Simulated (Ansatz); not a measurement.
# Sn10H16 hole sphere (InSn₉H₁₆): structure and electronic state

What does Sn10H16 hole sphere (InSn₉H₁₆) look like as a doublet, and where do its frontier electrons sit?

Program: Ansatz 0.2.0, Gaussian basis. Level of theory: UKS PBE0-D4/def2-TZVP. These are calculated values, not measurements.

Plan: relaxation at PBE-D4/def2-SVP; a search for the lowest solution at PBE-D4/def2-SVP; a single point at PBE0-D4/def2-TZVP.

## (1) Starting geometry

26 atoms, charge 0, spin multiplicity 2.

Atoms are counted from 1 here; the program's logs count them from 0.

Bond lengths: Sn1–Sn5 2.821 Å, Sn1–Sn7 2.813 Å, Sn1–Sn8 2.815 Å, Sn1–H11 1.694 Å, Sn2–Sn6 2.795 Å, Sn2–Sn7 2.800 Å, Sn2–Sn9 2.769 Å, Sn2–H12 1.750 Å, Sn3–Sn5 2.813 Å, Sn3–Sn6 2.830 Å, Sn3–Sn10 2.807 Å, Sn3–H13 1.738 Å, In4–Sn8 2.822 Å, In4–Sn9 2.808 Å, In4–Sn10 2.812 Å, In4–H14 1.717 Å, Sn5–H15 1.718 Å, Sn5–H16 1.714 Å and more. Angles: Sn5–Sn1–Sn7 108.9°, Sn5–Sn1–Sn8 109.7°, Sn5–Sn1–H11 109.7°, Sn7–Sn1–Sn8 110.2°, Sn7–Sn1–H11 108.3°, Sn8–Sn1–H11 109.9°, Sn6–Sn2–Sn7 110.0°, Sn6–Sn2–Sn9 109.1°, Sn6–Sn2–H12 109.4°, Sn7–Sn2–Sn9 110.2°, Sn7–Sn2–H12 110.0°, Sn9–Sn2–H12 108.1°, Sn5–Sn3–Sn6 109.2°, Sn5–Sn3–Sn10 109.9°, Sn5–Sn3–H13 109.8°, Sn6–Sn3–Sn10 109.2°, Sn6–Sn3–H13 108.6°, Sn10–Sn3–H13 110.0° and more.

In, Sn take a core potential in the def2 sets. No spin-orbit coupling is included.

The start is a built from a lattice or polyhedron geometry.

## (2) Relaxation at PBE-D4/def2-SVP

Contents of in.yaml:

```yaml
crystal:
  periodic: [false, false, false]
  atoms:
    - {symbol: Sn, position_ang: [-1.617800, 1.634400, -1.618000]}
    - {symbol: Sn, position_ang: [1.602500, -1.609400, -1.616200]}
    - {symbol: Sn, position_ang: [-1.631000, -1.614200, 1.627500]}
    - {symbol: In, position_ang: [1.626500, 1.622500, 1.630300]}
    - {symbol: Sn, position_ang: [-3.256500, -0.002900, -0.007700]}
    - {symbol: Sn, position_ang: [0.008500, -3.244800, -0.004800]}
    - {symbol: Sn, position_ang: [-0.012200, -0.004300, -3.245300]}
    - {symbol: Sn, position_ang: [-0.004600, 3.264000, 0.014700]}
    - {symbol: Sn, position_ang: [3.203900, -0.028800, -0.003100]}
    - {symbol: Sn, position_ang: [-0.006800, 0.002800, 3.247800]}
    - {symbol: H, position_ang: [-2.584200, 2.598400, -2.621700]}
    - {symbol: H, position_ang: [2.645700, -2.606300, -2.606000]}
    - {symbol: H, position_ang: [-2.623700, -2.640700, 2.617600]}
    - {symbol: H, position_ang: [2.628300, 2.608200, 2.616400]}
    - {symbol: H, position_ang: [-4.239600, -1.007700, -0.995000]}
    - {symbol: H, position_ang: [-4.237100, 0.993100, 0.985000]}
    - {symbol: H, position_ang: [-0.984600, -4.225100, -0.988700]}
    - {symbol: H, position_ang: [0.980300, -4.227500, 0.985100]}
    - {symbol: H, position_ang: [-0.980300, -1.009600, -4.224800]}
    - {symbol: H, position_ang: [0.992300, 0.973900, -4.243200]}
    - {symbol: H, position_ang: [0.993400, 4.241700, -1.008200]}
    - {symbol: H, position_ang: [-1.010100, 4.240600, 0.985600]}
    - {symbol: H, position_ang: [4.241100, 1.004000, -1.018200]}
    - {symbol: H, position_ang: [4.241400, -0.975100, 0.988100]}
    - {symbol: H, position_ang: [-1.005600, 1.003900, 4.241400]}
    - {symbol: H, position_ang: [1.006000, -0.998700, 4.215400]}
basis:
  gaussian: {orbitals: def2-SVP}
magnetization: {spin_polarized: true, initial_magnetization: 1}
hamiltonian: {xc: pbe, dispersion: d4}
scf: {lower_state_search: "off"}
output: {orbitals: {seedname: orbitals}}
relax: {f_tol: 0.03, max_steps: 70}
```

Command:

```console
$ ansatz run in.yaml --threads 2 --pin off --events-out ev --progress --plain --max-ram 32768MiB --backend cuda --devices 0, --max-vram 18GiB
```

Further steps of the session: Searching for the lowest solution, PBE-D4/def2-SVP; Single point, PBE0-D4/def2-TZVP.

**Question.** What will the summary of the whole plan be? Wanted: point group; commonest bond, hydrogen aside; HOMO, LUMO at PBE0-D4/def2-TZVP; ⟨S²⟩; dipole at PBE-D4/def2-SVP.

**Answer**, as computed:

| quantity | value |
| --- | --- |
| point group | Cs |
| commonest bond, hydrogen aside | Sn–Sn, 9 of mean length 2.819 Å |
| HOMO, LUMO at PBE0-D4/def2-TZVP (over both spins) | -6.34, -4.43 eV |
| ⟨S²⟩ | 0.756 |
| dipole at PBE-D4/def2-SVP | 1.01 D |

In words: The molecule keeps its bonding pattern by the stored test; the atoms moved 0.39 Å (rms), and the angle Sn9–In4–Sn10 went from 109° to 80°. No usable vibrations, so a minimum isn't proven. The alpha HOMO lies nearest to In4 23 %; Sn9, Sn10 about 20 % each and the alpha LUMO to Sn2, Sn3 about 9 % each; H12, H13 about 6 % each (shares on a coarse grid); over both spins the LUMO of beta spin, not drawn, take the frontier's place. Whether this spin is the lowest isn't tested here. The point group is read from a loosely relaxed geometry; soft torsions can leave it below the true symmetry.
